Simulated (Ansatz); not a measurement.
# GeNH (triplet): wB97M-V, B2PLYP over vertical spin and charge gaps, def2-QZVPP

How well do these functionals follow the top wave-function level for GeNH (triplet) over vertical spin and charge gaps?

Computed with Ansatz 0.2.0, Gaussian basis. Level: def2-QZVPP, all electrons in the functionals, frozen cores in the correlation of double hybrids and RPA.

The runs, in order: wB97M-V, B2PLYP, at charge 0, triplet; charge 0, singlet; charge 0, quintet; charge 1, doublet; charge 1, quartet.

10 further runs of the same task are left out: 10 set aside as unsound or not needed.

## Step 1: The geometry

The geometry is a PBE0/def2-TZVP stationary point (not a proven minimum). No spin-orbit coupling is included. The filled d shell of Ge may be among the frozen orbitals whatever the setting's name suggests; the logs give the count.

3 atoms, charge 0, spin multiplicity 3.

Atoms are counted from 1 here; the program's logs count them from 0.

Bond lengths: Ge1–N2 1.894 Å, Ge1–H3 1.601 Å. Angles: N2–Ge1–H3 92.9°.

No dispersion term is added; wB97M-V holds VV10 nonlocal correlation.

The geometry shown and the zero of energy belong to the point charge 0, triplet. The yardstick, RCCSD(T), and other wave-function levels (R restricted, U unrestricted, valence and pair active spaces) come from earlier runs.

## Step 2: wB97M-V, charge 0, triplet

in.yaml

```yaml
crystal:
  periodic: [false, false, false]
  atoms:
    - {symbol: Ge, position_ang: [0.000000, -0.029158, 0.300919]}
    - {symbol: N, position_ang: [0.000000, 0.038514, -1.592101]}
    - {symbol: H, position_ang: [0.000000, 1.566135, 0.437823]}
basis:
  gaussian: {orbitals: "def2-QZVPP.json"}
magnetization: {spin_polarized: true, initial_magnetization: 2}
hamiltonian: {xc: {name: wB97M-V}}
output: {orbitals: {seedname: orbitals}}
```

Started as:

```sh
ansatz run in.yaml --threads 2 --pin off --events-out ev --progress --plain --max-ram 23808MiB --backend cuda --devices 0, --max-vram 18GiB
```

The program printed, shortened:

```text
Functional definition: wB97M-V
  name "wB97M-V"
  cite "Mardirossian & Head-Gordon, J. Chem. Phys. 144, 214110 (2016) doi:10.1063/1.4952647"
  cite "Becke, J. Chem. Phys. 107, 8554 (1997) doi:10.1063/1.475007"
  cite "Vydrov & Van Voorhis, J. Chem. Phys. 133, 244103 (2010) doi:10.1063/1.3521275"
  # Of w^i u^j: cxij and so on, Table III.
[...]
  gx(w, u) = 1 - cx + cx01*u + cx10*w
  gss(w, u) = css00 + css04*u^4 + css10*w + css20*w^2 + css43*w^4*u^3
  gos(w, u) = cos00 + cos10*w + (cos20 + cos21*u)*w^2 + (cos60 + cos61*u)*w^6
[...]
      + integral(e_c_pw_mod_opposite_spin*gos(b97_w_opposite, b97_u_opposite)) + vv10(b, c)
773 factors; their error is unknown
146 factors; integrals over basis functions are off by at most 9.1e-6 eV
[...]
mean field -58018.27160555 eV, -2132.1321553069 hartree, gradient 8.5e-6 eV, S^2 2.010563; 3 other end points of the search recorded, 0 dependent functions left out
reference -58018.27164499 eV, -2132.1321567564 hartree; 21, 19 occupied and 155, 157 virtual orbitals, 773 factors
Total energy: -58018.27164499 eV, -2132.1321567564 hartree
```

Wall time 5.5 s (1 × H100 (card shared with other runs) with 2 threads of AMD EPYC 7R13, shared host); peak host memory 0.91 GiB.

From the report: ⟨S²⟩ of the determinant 2.011 (pure triplet: 2.00).

## Step 3: wB97M-V, charge 0, singlet

in.yaml: that of step 2 with these lines changed.

```diff
@@ -8,3 +8,3 @@
   gaussian: {orbitals: "def2-QZVPP.json"}
-magnetization: {spin_polarized: true, initial_magnetization: 2}
+magnetization: {spin_polarized: true, initial_magnetization: 0}
 hamiltonian: {xc: {name: wB97M-V}}
```

The command is unchanged.

The program printed, shortened:

```text
Functional definition: wB97M-V
  name "wB97M-V"
  cite "Mardirossian & Head-Gordon, J. Chem. Phys. 144, 214110 (2016) doi:10.1063/1.4952647"
  cite "Becke, J. Chem. Phys. 107, 8554 (1997) doi:10.1063/1.475007"
  cite "Vydrov & Van Voorhis, J. Chem. Phys. 133, 244103 (2010) doi:10.1063/1.3521275"
  # Of w^i u^j: cxij and so on, Table III.
[...]
  gx(w, u) = 1 - cx + cx01*u + cx10*w
  gss(w, u) = css00 + css04*u^4 + css10*w + css20*w^2 + css43*w^4*u^3
  gos(w, u) = cos00 + cos10*w + (cos20 + cos21*u)*w^2 + (cos60 + cos61*u)*w^6
[...]
      + integral(e_c_pw_mod_opposite_spin*gos(b97_w_opposite, b97_u_opposite)) + vv10(b, c)
773 factors; their error is unknown
146 factors; integrals over basis functions are off by at most 9.1e-6 eV
[...]
mean field -58018.06848082 eV, -2132.1246906108 hartree, gradient 1.0e-5 eV, S^2 0.713519; 7 other end points of the search recorded, 0 dependent functions left out
reference -58018.06852013 eV, -2132.1246920554 hartree; 20, 20 occupied and 156, 156 virtual orbitals, 773 factors
Total energy: -58018.06852013 eV, -2132.1246920554 hartree
```

Run time: 21 s. Hardware: 1 × H100 (card shared with other runs) with 2 threads of AMD EPYC 7R13, shared host; peak host memory 0.91 GiB.

From the report: ⟨S²⟩ of the determinant 0.714 (pure singlet: 0.00). The determinant is far from a pure spin state, so its energy mixes those of several spin states (harmless only where they are near-degenerate, as at dissociation).

From charge 0, triplet: +19.6 kJ/mol.

## Step 4: wB97M-V, charge 0, quintet

in.yaml: that of step 3 with these lines changed.

```diff
@@ -8,3 +8,3 @@
   gaussian: {orbitals: "def2-QZVPP.json"}
-magnetization: {spin_polarized: true, initial_magnetization: 0}
+magnetization: {spin_polarized: true, initial_magnetization: 4}
 hamiltonian: {xc: {name: wB97M-V}}
```

Same command.

The program printed, shortened:

```text
Functional definition: wB97M-V
  name "wB97M-V"
  cite "Mardirossian & Head-Gordon, J. Chem. Phys. 144, 214110 (2016) doi:10.1063/1.4952647"
  cite "Becke, J. Chem. Phys. 107, 8554 (1997) doi:10.1063/1.475007"
  cite "Vydrov & Van Voorhis, J. Chem. Phys. 133, 244103 (2010) doi:10.1063/1.3521275"
  # Of w^i u^j: cxij and so on, Table III.
[...]
  gx(w, u) = 1 - cx + cx01*u + cx10*w
  gss(w, u) = css00 + css04*u^4 + css10*w + css20*w^2 + css43*w^4*u^3
  gos(w, u) = cos00 + cos10*w + (cos20 + cos21*u)*w^2 + (cos60 + cos61*u)*w^6
[...]
      + integral(e_c_pw_mod_opposite_spin*gos(b97_w_opposite, b97_u_opposite)) + vv10(b, c)
773 factors; their error is unknown
146 factors; integrals over basis functions are off by at most 9.1e-6 eV
[...]
mean field -58016.19547094 eV, -2132.0558587674 hartree, gradient 2.2e-5 eV, S^2 6.015783; 0 other end points of the search recorded, 0 dependent functions left out
reference -58016.19550907 eV, -2132.0558601688 hartree; 22, 18 occupied and 154, 158 virtual orbitals, 773 factors
Total energy: -58016.19550907 eV, -2132.0558601688 hartree
```

Wall time 2.3 s (1 × H100 (card shared with other runs) with 2 threads of AMD EPYC 7R13, shared host); peak host memory 0.88 GiB.

From the report: ⟨S²⟩ of the determinant 6.016 (pure quintet: 6.00).

From charge 0, triplet: +200.3 kJ/mol.

## Step 5: wB97M-V, charge 1, doublet

in.yaml: that of step 4 with these lines changed.

```diff
@@ -8,3 +8,4 @@
   gaussian: {orbitals: "def2-QZVPP.json"}
-magnetization: {spin_polarized: true, initial_magnetization: 4}
+total_charge: 1
+magnetization: {spin_polarized: true, initial_magnetization: 1}
 hamiltonian: {xc: {name: wB97M-V}}
```

Launched as before.

The program printed, shortened:

```text
Functional definition: wB97M-V
  name "wB97M-V"
  cite "Mardirossian & Head-Gordon, J. Chem. Phys. 144, 214110 (2016) doi:10.1063/1.4952647"
  cite "Becke, J. Chem. Phys. 107, 8554 (1997) doi:10.1063/1.475007"
  cite "Vydrov & Van Voorhis, J. Chem. Phys. 133, 244103 (2010) doi:10.1063/1.3521275"
  # Of w^i u^j: cxij and so on, Table III.
[...]
  gx(w, u) = 1 - cx + cx01*u + cx10*w
  gss(w, u) = css00 + css04*u^4 + css10*w + css20*w^2 + css43*w^4*u^3
  gos(w, u) = cos00 + cos10*w + (cos20 + cos21*u)*w^2 + (cos60 + cos61*u)*w^6
[...]
      + integral(e_c_pw_mod_opposite_spin*gos(b97_w_opposite, b97_u_opposite)) + vv10(b, c)
773 factors; their error is unknown
146 factors; integrals over basis functions are off by at most 9.1e-6 eV
[...]
mean field -58008.81320333 eV, -2131.7845654365 hartree, gradient 1.3e-5 eV, S^2 1.467908; 10 other end points of the search recorded, 0 dependent functions left out
reference -58008.81324477 eV, -2131.7845669595 hartree; 20, 19 occupied and 156, 157 virtual orbitals, 773 factors
Total energy: -58008.81324477 eV, -2131.7845669595 hartree
```

Run time: 17 s. Hardware: 1 × H100 (card shared with other runs) with 2 threads of AMD EPYC 7R13, shared host; peak host memory 0.9 GiB.

From the report: ⟨S²⟩ of the determinant 1.468 (pure doublet: 0.75). The determinant is far from a pure spin state, so its energy mixes those of several spin states (harmless only where they are near-degenerate, as at dissociation).

From charge 0, triplet: +912.6 kJ/mol.

## Step 6: wB97M-V, charge 1, quartet

in.yaml: that of step 5 with these lines changed.

```diff
@@ -9,3 +9,3 @@
 total_charge: 1
-magnetization: {spin_polarized: true, initial_magnetization: 1}
+magnetization: {spin_polarized: true, initial_magnetization: 3}
 hamiltonian: {xc: {name: wB97M-V}}
```

The command is unchanged.

The program printed, shortened:

```text
Functional definition: wB97M-V
  name "wB97M-V"
  cite "Mardirossian & Head-Gordon, J. Chem. Phys. 144, 214110 (2016) doi:10.1063/1.4952647"
  cite "Becke, J. Chem. Phys. 107, 8554 (1997) doi:10.1063/1.475007"
  cite "Vydrov & Van Voorhis, J. Chem. Phys. 133, 244103 (2010) doi:10.1063/1.3521275"
  # Of w^i u^j: cxij and so on, Table III.
[...]
  gx(w, u) = 1 - cx + cx01*u + cx10*w
  gss(w, u) = css00 + css04*u^4 + css10*w + css20*w^2 + css43*w^4*u^3
  gos(w, u) = cos00 + cos10*w + (cos20 + cos21*u)*w^2 + (cos60 + cos61*u)*w^6
[...]
      + integral(e_c_pw_mod_opposite_spin*gos(b97_w_opposite, b97_u_opposite)) + vv10(b, c)
773 factors; their error is unknown
146 factors; integrals over basis functions are off by at most 9.1e-6 eV
[...]
mean field -58008.80885308 eV, -2131.7844055679 hartree, gradient 3.8e-5 eV, S^2 3.773043; 3 other end points of the search recorded, 0 dependent functions left out
reference -58008.80889507 eV, -2131.7844071109 hartree; 21, 18 occupied and 155, 158 virtual orbitals, 773 factors
Total energy: -58008.80889507 eV, -2131.7844071109 hartree
```

Wall time 7.5 s (1 × H100 (card shared with other runs) with 2 threads of AMD EPYC 7R13, shared host); peak host memory 0.87 GiB.

From the report: ⟨S²⟩ of the determinant 3.773 (pure quartet: 3.75).

From charge 0, triplet: +913.0 kJ/mol.

## Step 7: B2PLYP, charge 0, triplet

in.yaml

```yaml
crystal:
  periodic: [false, false, false]
  atoms:
    - {symbol: Ge, position_ang: [0.000000, -0.029158, 0.300919]}
    - {symbol: N, position_ang: [0.000000, 0.038514, -1.592101]}
    - {symbol: H, position_ang: [0.000000, 1.566135, 0.437823]}
basis:
  gaussian: {orbitals: "def2-QZVPP.json"}
magnetization: {spin_polarized: true, initial_magnetization: 2}
hamiltonian: {xc: {name: B2PLYP}}
correlation: {electrons: outside_noble_gas}
```

Launched as before.

The program printed, shortened:

```text
Functional definition: B2PLYP
  name "B2PLYP"
  cite "Grimme, J. Chem. Phys. 124, 034108 (2006) doi:10.1063/1.2148954"
  cite "Becke, Phys. Rev. A 38, 3098 (1988) doi:10.1103/PhysRevA.38.3098"
  cite "Lee, Yang & Parr, Phys. Rev. B 37, 785 (1988) doi:10.1103/PhysRevB.37.785"
[...]
1141 factors; integrals over basis functions are off by at most 9.7e-4 eV
[...]
mean field -58007.47932224 eV, -2131.7355462107 hartree, gradient 1.0e-6 eV, S^2 2.013861; 7 other end points of the search recorded, 0 dependent functions left out
15 core orbitals not correlated: weight in the atoms' cores, before any rotation towards them, 0.997 or more for the frozen orbitals, at most 0.003 for the correlated occupied ones
reference -58007.47945288 eV, -2131.7355510116 hartree; 6, 4 occupied and 155, 157 virtual orbitals, 1141 factors
second order -8.08014229 eV of doubles, -0.00000000 eV of singles
Total energy: -58009.66109130 eV, -2131.8157247447 hartree
```

Run time: 5.5 s. Hardware: 1 × H100 (card shared with other runs) with 2 threads of AMD EPYC 7R13, shared host; peak host memory 0.91 GiB.

From the report: ⟨S²⟩ of the determinant 2.014 (pure triplet: 2.00).

## Step 8: B2PLYP, charge 0, singlet

in.yaml: that of step 7 with these lines changed.

```diff
@@ -8,3 +8,3 @@
   gaussian: {orbitals: "def2-QZVPP.json"}
-magnetization: {spin_polarized: true, initial_magnetization: 2}
+magnetization: {spin_polarized: true, initial_magnetization: 0}
 hamiltonian: {xc: {name: B2PLYP}}
```

Launched as before.

The program printed, shortened:

```text
Functional definition: B2PLYP
  name "B2PLYP"
  cite "Grimme, J. Chem. Phys. 124, 034108 (2006) doi:10.1063/1.2148954"
  cite "Becke, Phys. Rev. A 38, 3098 (1988) doi:10.1103/PhysRevA.38.3098"
  cite "Lee, Yang & Parr, Phys. Rev. B 37, 785 (1988) doi:10.1103/PhysRevB.37.785"
[...]
1141 factors; integrals over basis functions are off by at most 9.7e-4 eV
[...]
mean field -58007.22285162 eV, -2131.7261210892 hartree, gradient 9.4e-6 eV, S^2 0.998654; 9 other end points of the search recorded, 0 dependent functions left out
15 core orbitals not correlated: weight in the atoms' cores, before any rotation towards them, 0.998 or more for the frozen orbitals, at most 0.002 for the correlated occupied ones
reference -58007.22298130 eV, -2131.7261258547 hartree; 5, 5 occupied and 156, 156 virtual orbitals, 1141 factors
second order -8.51450999 eV of doubles, -0.00000000 eV of singles
Total energy: -58009.52189899 eV, -2131.8106095218 hartree
```

Wall time 21 s (1 × H100 (card shared with other runs) with 2 threads of AMD EPYC 7R13, shared host); peak host memory 0.92 GiB.

From the report: ⟨S²⟩ of the determinant 0.999 (pure singlet: 0.00). The determinant is far from a pure spin state, so its energy mixes those of several spin states (harmless only where they are near-degenerate, as at dissociation).

From charge 0, triplet: +13.4 kJ/mol.

## Step 9: B2PLYP, charge 0, quintet

in.yaml: that of step 8 with these lines changed.

```diff
@@ -8,3 +8,3 @@
   gaussian: {orbitals: "def2-QZVPP.json"}
-magnetization: {spin_polarized: true, initial_magnetization: 0}
+magnetization: {spin_polarized: true, initial_magnetization: 4}
 hamiltonian: {xc: {name: B2PLYP}}
```

The command is unchanged.

The program printed, shortened:

```text
Functional definition: B2PLYP
  name "B2PLYP"
  cite "Grimme, J. Chem. Phys. 124, 034108 (2006) doi:10.1063/1.2148954"
  cite "Becke, Phys. Rev. A 38, 3098 (1988) doi:10.1103/PhysRevA.38.3098"
  cite "Lee, Yang & Parr, Phys. Rev. B 37, 785 (1988) doi:10.1103/PhysRevB.37.785"
[...]
1141 factors; integrals over basis functions are off by at most 9.7e-4 eV
[...]
mean field -58005.66127554 eV, -2131.6687342266 hartree, gradient 5.7e-6 eV, S^2 6.024465; 2 other end points of the search recorded, 0 dependent functions left out
15 core orbitals not correlated: weight in the atoms' cores, before any rotation towards them, 0.996 or more for the frozen orbitals, at most 0.003 for the correlated occupied ones
reference -58005.66140619 eV, -2131.6687390282 hartree; 7, 3 occupied and 154, 158 virtual orbitals, 1141 factors
second order -7.24440934 eV of doubles, -0.00000000 eV of singles
Total energy: -58007.61739672 eV, -2131.7406203540 hartree
```

It took 2.6 s on 1 × H100 (card shared with other runs) with 2 threads of AMD EPYC 7R13, shared host; peak host memory 0.9 GiB.

From the report: ⟨S²⟩ of the determinant 6.024 (pure quintet: 6.00).

From charge 0, triplet: +197.2 kJ/mol.

## Step 10: B2PLYP, charge 1, doublet

in.yaml: that of step 9 with these lines changed.

```diff
@@ -8,3 +8,4 @@
   gaussian: {orbitals: "def2-QZVPP.json"}
-magnetization: {spin_polarized: true, initial_magnetization: 4}
+total_charge: 1
+magnetization: {spin_polarized: true, initial_magnetization: 1}
 hamiltonian: {xc: {name: B2PLYP}}
```

Same command.

The program printed, shortened:

```text
Functional definition: B2PLYP
  name "B2PLYP"
  cite "Grimme, J. Chem. Phys. 124, 034108 (2006) doi:10.1063/1.2148954"
  cite "Becke, Phys. Rev. A 38, 3098 (1988) doi:10.1103/PhysRevA.38.3098"
  cite "Lee, Yang & Parr, Phys. Rev. B 37, 785 (1988) doi:10.1103/PhysRevB.37.785"
[...]
1141 factors; integrals over basis functions are off by at most 9.7e-4 eV
[...]
mean field -57998.26695504 eV, -2131.3969979602 hartree, gradient 1.5e-6 eV, S^2 1.593002; 11 other end points of the search recorded, 0 dependent functions left out
15 core orbitals not correlated: weight in the atoms' cores, before any rotation towards them, 0.998 or more for the frozen orbitals, at most 0.002 for the correlated occupied ones
reference -57998.26707992 eV, -2131.3970025497 hartree; 5, 4 occupied and 156, 157 virtual orbitals, 1141 factors
second order -7.30579817 eV of doubles, -0.00000000 eV of singles
Total energy: -58000.23964543 eV, -2131.4694929950 hartree
```

Wall time 30 s (1 × H100 (card shared with other runs) with 2 threads of AMD EPYC 7R13, shared host); peak host memory 0.92 GiB.

From the report: ⟨S²⟩ of the determinant 1.593 (pure doublet: 0.75). The determinant is far from a pure spin state, so its energy mixes those of several spin states (harmless only where they are near-degenerate, as at dissociation).

From charge 0, triplet: +909.0 kJ/mol.

## Step 11: B2PLYP, charge 1, quartet

in.yaml: that of step 10 with these lines changed.

```diff
@@ -9,3 +9,3 @@
 total_charge: 1
-magnetization: {spin_polarized: true, initial_magnetization: 1}
+magnetization: {spin_polarized: true, initial_magnetization: 3}
 hamiltonian: {xc: {name: B2PLYP}}
```

The command is unchanged.

The program printed, shortened:

```text
Functional definition: B2PLYP
  name "B2PLYP"
  cite "Grimme, J. Chem. Phys. 124, 034108 (2006) doi:10.1063/1.2148954"
  cite "Becke, Phys. Rev. A 38, 3098 (1988) doi:10.1103/PhysRevA.38.3098"
  cite "Lee, Yang & Parr, Phys. Rev. B 37, 785 (1988) doi:10.1103/PhysRevB.37.785"
[...]
1141 factors; integrals over basis functions are off by at most 9.7e-4 eV
[...]
mean field -57998.36119060 eV, -2131.4004610532 hartree, gradient 3.5e-6 eV, S^2 3.787862; 5 other end points of the search recorded, 0 dependent functions left out
15 core orbitals not correlated: weight in the atoms' cores, before any rotation towards them, 0.997 or more for the frozen orbitals, at most 0.003 for the correlated occupied ones
reference -57998.36131605 eV, -2131.4004656637 hartree; 6, 3 occupied and 155, 158 virtual orbitals, 1141 factors
second order -6.81379507 eV of doubles, -0.00000000 eV of singles
Total energy: -58000.20104072 eV, -2131.4680742983 hartree
```

Wall time 7.5 s (1 × H100 (card shared with other runs) with 2 threads of AMD EPYC 7R13, shared host); peak host memory 0.91 GiB.

From the report: ⟨S²⟩ of the determinant 3.788 (pure quartet: 3.75).

From charge 0, triplet: +912.8 kJ/mol.

## Step 12: Against the wave-function levels

No level is safe as a reference over these points; RCCSD(T) serves as a yardstick only. It comes from earlier runs at the same points. Energies in kJ/mol, counted from charge 0, triplet; blanks weren't run or aren't comparable.

```tsv
level	triplet to singlet	triplet to quintet	ionisation to the doublet cation	ionisation to the quartet cation
RCCSD(T)	-16.2	188.8	903.6	911.8
wB97M-V	19.6	200.3	912.6	913.0
B2PLYP	13.4	197.2	909.0	912.8
```

Largest miss and mean time a point (RCCSD(T) took 16 s a point; shared hosts):

```tsv
level	largest miss (kJ/mol)	where	time a point
wB97M-V	+35.7	triplet to singlet	11 s
B2PLYP	+29.6	triplet to singlet	13 s
```

## Step 13: Results

| quantity | value |
| --- | --- |
| triplet to singlet, RCCSD(T) | -16.2 kJ/mol |
| triplet to quintet, RCCSD(T) | 188.8 kJ/mol |
| ionisation to the doublet cation, RCCSD(T) | 903.6 kJ/mol |
| ionisation to the quartet cation, RCCSD(T) | 911.8 kJ/mol |
| largest miss, wB97M-V | +35.7 kJ/mol (triplet to singlet) |
| largest miss, B2PLYP | +29.6 kJ/mol (triplet to singlet) |

What this shows: Of the functionals, B2PLYP keep the smallest largest miss at the points compared (at most 29.6 kJ/mol) and wB97M-V strays most (35.7 kJ/mol, at triplet to singlet). wB97M-V, B2PLYP clearly break the spin symmetry at some points (⟨S²⟩ up to 1.00 above the pure value), so energy there is bought with a mixed spin. Functionals and the yardstick converge differently with the basis, so part of each miss in def2-QZVPP is the basis. The yardstick itself may be off where one determinant is a poor start.
